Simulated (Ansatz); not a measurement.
Predict the output of the script below (the Ansatz DFT code, driven from Python).

Script `run_eps.py`:
```python
# -*- coding: utf-8 -*-
'''High-frequency dielectric tensor and Born charges of N.'''

import ansatz
import numpy as np

FUNCTIONAL = 'lda'
CUTOFF_EV = 470
KSPACING = 0.44
OCCUPATIONS = 'fixed'


def main():
    structure = (
        ansatz.Lattice.of([4.08406, 0.0, 0.0], [0.0, 4.08406, 0.0], [0.0, 0.0, 5.34591])
        .atom('N', [0.90428, 0.90428, 0.0])
        .atom('N', [0.59572, 0.40428, 0.5])
        .atom('N', [0.09572, 0.09572, 0.0])
        .atom('N', [0.40428, 0.59572, 0.5])
    )

    # an insulator: whole occupations
    base = (
        structure.calculation()
        .functional(FUNCTIONAL)  # exchange and correlation
        .basis(CUTOFF_EV)  # cutoff of the orbital basis
        .kpoints(spacing=KSPACING)
        .occupations(OCCUPATIONS)
        .dielectric()
    )
    res = base.run(threads=1)
    response = res.dielectric
    eps = np.asarray(response.eps_inf)

    print(f'mean eps_inf {np.trace(eps) / 3:.3f}, fraction of exact exchange 1/eps = {3 / np.trace(eps):.3f}')
    print(np.array2string(eps, precision=3, suppress_small=True))
    for index, (site, z) in enumerate(zip(res.lattice.sites, response.zstar_e)):
        print('Born charge tensor of', site.symbol, index)
        print(np.round(z, 3) + 0.0)
    print(f'charge neutrality missed by {response.zstar_sum_residual_pre_e:.4f} e before the sum rule')


if __name__ == '__main__':
    main()
```

```console
$ python run_eps.py
mean eps_inf 1.633, fraction of exact exchange 1/eps = 0.612
[[ 1.68   0.     0.   ]
 [ 0.     1.68   0.   ]
 [-0.    -0.     1.539]]
Born charge tensor of N 0
[[ 0.    -0.002  0.   ]
 [-0.002  0.     0.   ]
 [ 0.     0.     0.   ]]
Born charge tensor of N 1
[[0.    0.002 0.   ]
 [0.002 0.    0.   ]
 [0.    0.    0.   ]]
Born charge tensor of N 2
[[ 0.    -0.002  0.   ]
 [-0.002  0.     0.   ]
 [ 0.     0.     0.   ]]
Born charge tensor of N 3
[[0.    0.002 0.   ]
 [0.002 0.    0.   ]
 [0.    0.    0.   ]]
charge neutrality missed by 0.0001 e before the sum rule
```

Caveats:
- The Fermi level of a run with fixed occupations marks the highest occupied state on its mesh, not mid-gap.
- No spin polarisation was allowed.
- Averages over directions belong to no single polarisation, least of all in layered crystals.
- Pressure is positive in compression.
- This isn't the structure that N takes at ambient conditions.
- This is the electronic (clamped-ion) response; a semilocal gap that is too small tends to raise it. The typed mesh is that of the SCF; the response is solved on denser meshes that the run picks.
- Hardware and time: 13 s on 1 thread of Intel(R) Xeon(R) Platinum 8488C (Sapphire Rapids) (shared host), peak memory 0.46 GiB.

(A comment or docstring line of the script was reworded after the run, the code is as it ran; lines on the test bed's own set-up are left out of the output.)
